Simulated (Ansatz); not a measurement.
# B6As6 wurtzite hole sphere (B6As6): geometry, orbitals and charge

Aim: characterise B6As6 wurtzite hole sphere (B6As6) as a singlet: its structure, frontier levels and distribution of charge.

Program: Ansatz 0.2.0, Gaussian basis. Level of theory: RKS PBE0-D4/def2-TZVP. These are calculated values, not measurements.

The runs, in order: relaxation at PBE-D4/def2-SVP; a single point at PBE0-D4/def2-TZVP.

### Step 1. The system as given

12 atoms, charge 0, spin multiplicity 1.

Atoms are counted from 1 here; the program's logs count them from 0.

Bond lengths: B1–As2 1.963 Å, B1–B5 1.771 Å, B1–As7 1.962 Å, B1–B9 1.770 Å, As2–B4 2.127 Å, As2–B5 1.978 Å, As3–B4 2.324 Å, As3–As6 2.461 Å, As3–B8 2.328 Å, As3–As11 2.460 Å, B4–As6 2.001 Å, B4–B8 1.710 Å, B4–B12 1.841 Å, B5–B9 1.767 Å, B5–As10 1.985 Å, As6–B12 2.140 Å, As7–B8 2.127 Å, As7–B9 1.978 Å and more. Angles: As2–B1–B5 63.7°, As2–B1–As7 167.6°, As2–B1–B9 123.3°, B5–B1–As7 123.4°, B5–B1–B9 59.9°, As7–B1–B9 63.8°, B1–As2–B4 62.7°, B1–As2–B5 53.4°, B4–As2–B5 62.8°, B4–As3–As6 49.3°, B4–As3–B8 43.1°, B4–As3–As11 81.8°, As6–As3–B8 81.8°, As6–As3–As11 87.8°, B8–As3–As11 49.3°, As2–B4–As3 148.1°, As2–B4–As6 121.2°, As2–B4–B8 121.0° and more.

The start is a GFN2-xTB geometry.

### Step 2. Optimising with PBE-D4/def2-SVP

The input, in.yaml:

```yaml
crystal:
  periodic: [false, false, false]
  atoms:
    - {symbol: B, position_ang: [-0.008110, -1.010190, -1.451860]}
    - {symbol: As, position_ang: [-1.958800, -1.131390, -1.271200]}
    - {symbol: As, position_ang: [0.006610, -1.106760, 2.531600]}
    - {symbol: B, position_ang: [-0.853670, -0.540480, 0.447780]}
    - {symbol: B, position_ang: [-0.888570, 0.525670, -1.410540]}
    - {symbol: As, position_ang: [-1.697470, 0.551150, 1.896540]}
    - {symbol: As, position_ang: [1.943170, -1.140260, -1.288990]}
    - {symbol: B, position_ang: [0.856760, -0.542810, 0.439410]}
    - {symbol: B, position_ang: [0.878390, 0.521900, -1.418380]}
    - {symbol: As, position_ang: [0.000020, 2.267150, -1.067110]}
    - {symbol: As, position_ang: [1.715490, 0.539960, 1.883780]}
    - {symbol: B, position_ang: [0.006190, 1.066050, 0.708980]}
basis:
  gaussian: {orbitals: def2-SVP}
hamiltonian: {xc: pbe, dispersion: d4}
scf: {lower_state_search: "off"}
output: {orbitals: {seedname: orbitals}}
relax: {f_tol: 0.03, max_steps: 70}
```

Run with:

```console
$ ansatz run in.yaml --threads 2 --pin off --events-out ev --progress --plain --max-ram 32768MiB --backend cuda --devices 0, --max-vram 18GiB
```

The program printed, shortened:

```text
Functional definition: PBE
  name "PBE"
  cite "Perdew, Burke & Ernzerhof, Phys. Rev. Lett. 77, 3865 (1996) doi:10.1103/PhysRevLett.77.3865"
  parent pbe
[...]
3102 factors; their error is unknown
[...]
mean field -368998.99782266 eV, -13560.4630534787 hartree, gradient 6.3e-6 eV, S^2 0.000000; 0 other end points of the search recorded, 0 dependent functions left out
[...]
reference -368998.99786040 eV, -13560.4630548656 hartree; 114, 114 occupied and 162, 162 virtual orbitals, 3102 factors
relax step   1: F+E_penalty+E_count = -369000.28266422 eV  Δ(F+E_penalty+E_count) = +0.000e0 eV  max|allowed force component| = 1.288e0 eV/Å  Δτ_max = 0.0000 Å  (26 SCF iters, accepted)
[...]
relax step   3: F+E_penalty+E_count = -369000.30377775 eV  Δ(F+E_penalty+E_count) = +1.505e-1 eV  max|allowed force component| = 6.739e-1 eV/Å  Δτ_max = 0.2000 Å  (28 SCF iters, rejected (line search))
[...]
relax step   5: F+E_penalty+E_count = -369000.51629271 eV  Δ(F+E_penalty+E_count) = -3.016e-3 eV  max|allowed force component| = 2.889e-1 eV/Å  Δτ_max = 0.0268 Å  (22 SCF iters, accepted)
[...]
relax step   7: F+E_penalty+E_count = -369000.52494218 eV  Δ(F+E_penalty+E_count) = -8.649e-3 eV  max|allowed force component| = 4.864e-2 eV/Å  Δτ_max = 0.0244 Å  (23 SCF iters, accepted)
[...]
relax step   8: F+E_penalty+E_count = -369000.52504813 eV  Δ(F+E_penalty+E_count) = -1.060e-4 eV  max|allowed force component| = 4.959e-2 eV/Å  Δτ_max = 0.0091 Å  (24 SCF iters, accepted)
[...]
relax step   9: F+E_penalty+E_count = -369000.52554055 eV  Δ(F+E_penalty+E_count) = -4.924e-4 eV  max|allowed force component| = 6.751e-3 eV/Å  Δτ_max = 0.0043 Å  (24 SCF iters, accepted)
Total energy: -369000.52557874 eV, -13560.5191974792 hartree
Atom 0 at    -0.007928    -1.009687    -1.356890 Å, force    -0.001592     0.001350    -0.002215 eV/Å
Atom 1 at    -2.017572    -1.146977    -1.281125 Å, force     0.000827    -0.001827     0.005988 eV/Å
Atom 2 at     0.006189    -1.126485     2.490260 Å, force     0.002284     0.003958    -0.001145 eV/Å
Atom 3 at    -0.907002    -0.570758     0.414742 Å, force    -0.001612    -0.000751    -0.004395 eV/Å
Atom 4 at    -0.881189     0.532829    -1.311756 Å, force     0.002347     0.001773    -0.001557 eV/Å
Atom 5 at    -1.689314     0.569800     1.880425 Å, force     0.005473    -0.001384    -0.002733 eV/Å
Atom 6 at     2.001766    -1.155973    -1.298958 Å, force     0.000641     0.002265     0.001743 eV/Å
Atom 7 at     0.909104    -0.573740     0.405755 Å, force    -0.003995    -0.006751    -0.002404 eV/Å
Atom 8 at     0.872743     0.528994    -1.320778 Å, force    -0.001059    -0.000974     0.000394 eV/Å
Atom 9 at     0.000827     2.341960    -1.092069 Å, force    -0.000715    -0.001332     0.002162 eV/Å
Atom 10 at     1.707387     0.560171     1.866340 Å, force    -0.001377    -0.001223     0.005977 eV/Å
Atom 11 at     0.004999     1.049856     0.604065 Å, force    -0.001222     0.004896    -0.001815 eV/Å
Dipole moment:     0.000681    -0.103198     0.180048 e Å
Checks for a lower state left out: stability, starts, cluster_reference, orbital_swaps, neighbouring_geometries, increment
```

It took 27 s on 1 × H100 (card shared with other runs) with 2 threads of AMD EPYC 7R13, shared host; peak host memory 0.94 GiB.

Relaxation path: (the energy doesn't fall at every step)

| step | energy from step 1 (eV) | largest force component (eV/Å) |
| --- | --- | --- |
| 1 | 0.0000 | 1.2876 |
| 2 | -0.1716 | 0.4275 |
| 3 | -0.0211 | 0.6739 |
| 4 | -0.2306 | 0.3374 |
| 5 | -0.2336 | 0.2889 |
| 6 | -0.2269 | 0.1966 |
| 7 | -0.2423 | 0.0486 |
| 8 | -0.2424 | 0.0496 |
| 9 | -0.2429 | 0.0068 |

Distances of close pairs at the start and the end, largest changes first:

| bond | before (Å) | after (Å) | change (Å) |
| --- | --- | --- | --- |
| B4–B8 | 1.710 | 1.816 | +0.106 |
| B1–As7 | 1.962 | 2.016 | +0.053 |
| B1–As2 | 1.963 | 2.016 | +0.053 |
| As2–B5 | 1.978 | 2.028 | +0.051 |
| As7–B9 | 1.978 | 2.028 | +0.050 |
| B5–As10 | 1.985 | 2.025 | +0.040 |
| B9–As10 | 1.985 | 2.025 | +0.040 |
| As11–B12 | 2.140 | 2.175 | +0.035 |

Bonds by kind at the end (by distance):

| bond | count | shortest (Å) | longest (Å) |
| --- | --- | --- | --- |
| As–B | 15 | 2.014 | 2.338 |
| B–B | 6 | 1.754 | 1.869 |
| As–As | 2 | 2.475 | 2.476 |

### Step 3. Single point, PBE0-D4/def2-TZVP

start.molden holds the orbitals of an earlier run on this state, given as this run's starting guess.

The input, in.yaml:

```yaml
crystal:
  periodic: [false, false, false]
  atoms:
    - {symbol: B, position_ang: [-0.007928, -1.009687, -1.356890]}
    - {symbol: As, position_ang: [-2.017572, -1.146977, -1.281125]}
    - {symbol: As, position_ang: [0.006189, -1.126485, 2.490260]}
    - {symbol: B, position_ang: [-0.907002, -0.570758, 0.414742]}
    - {symbol: B, position_ang: [-0.881189, 0.532829, -1.311756]}
    - {symbol: As, position_ang: [-1.689314, 0.569800, 1.880425]}
    - {symbol: As, position_ang: [2.001766, -1.155973, -1.298958]}
    - {symbol: B, position_ang: [0.909104, -0.573740, 0.405755]}
    - {symbol: B, position_ang: [0.872743, 0.528994, -1.320778]}
    - {symbol: As, position_ang: [0.000827, 2.341960, -1.092069]}
    - {symbol: As, position_ang: [1.707387, 0.560171, 1.866340]}
    - {symbol: B, position_ang: [0.004999, 1.049856, 0.604065]}
basis:
  gaussian: {orbitals: def2-TZVP, fitting: {mean_field: def2-universal-jkfit}, initial_orbitals: start.molden}
hamiltonian: {xc: pbe0, dispersion: d4}
scf: {omitted_lower_state_checks: [starts]}
output: {orbitals: {seedname: orbitals}}
```

Launched as before.

The program printed, shortened:

```text
Functional definition: PBE0
  name "PBE0"
  cite "Adamo & Barone, J. Chem. Phys. 110, 6158 (1999) doi:10.1063/1.478522"
  cite "Perdew, Burke & Ernzerhof, Phys. Rev. Lett. 77, 3865 (1996) doi:10.1103/PhysRevLett.77.3865"
  parent pbe
[...]
2046 factors; integrals over basis functions are off by at most 2.2e-1 eV
[...]
mean field -369058.81982016 eV, -13562.6614713379 hartree, gradient 1.8e-5 eV, S^2 0.000000; 0 other end points of the search recorded, 0 dependent functions left out
reference -369058.81985305 eV, -13562.6614725469 hartree; 114, 114 occupied and 360, 360 virtual orbitals, 2046 factors
Total energy: -369059.93697448 eV, -13562.7025260020 hartree
Checks for a lower state left out: starts
```

Wall time 5.5 s (1 × H100 (card shared with other runs) with 2 threads of AMD EPYC 7R13, shared host); peak host memory 0.96 GiB.

From the report: HOMO -5.61 eV, LUMO -2.61 eV.

Mulliken charges, from this run's orbitals:

| atom | value (e) |
| --- | --- |
| B1 | -0.03 |
| As2 | 0.09 |
| As3 | 0.00 |
| B4 | -0.04 |
| B5 | -0.12 |
| As6 | 0.00 |
| As7 | 0.09 |
| B8 | -0.04 |
| B9 | -0.12 |
| As10 | 0.06 |
| As11 | 0.00 |
| B12 | 0.12 |

Largest Mayer bond orders: As3–As6 1.01; As3–As11 1.00; B9–As10 1.00; B5–As10 1.00; As7–B9 0.97; As2–B5 0.97; B1–As2 0.96; B1–As7 0.96; B8–As11 0.75; B4–As6 0.75.

### Step 4. What came out

```
                       quantity                            value
                    point group                               Cs
                 commonest bond  As–B, 15 of mean length 2.102 Å
HOMO, LUMO at PBE0-D4/def2-TZVP                  -5.61, -2.61 eV
      dipole at PBE-D4/def2-SVP                           1.00 D
```

What this shows: The molecule keeps its bonding pattern by the stored test; the atoms moved 0.07 Å (rms). No usable vibrations, so a minimum isn't proven. Whether this spin is the lowest isn't tested here. The point group is read from a loosely relaxed geometry; soft torsions can leave it below the true symmetry.
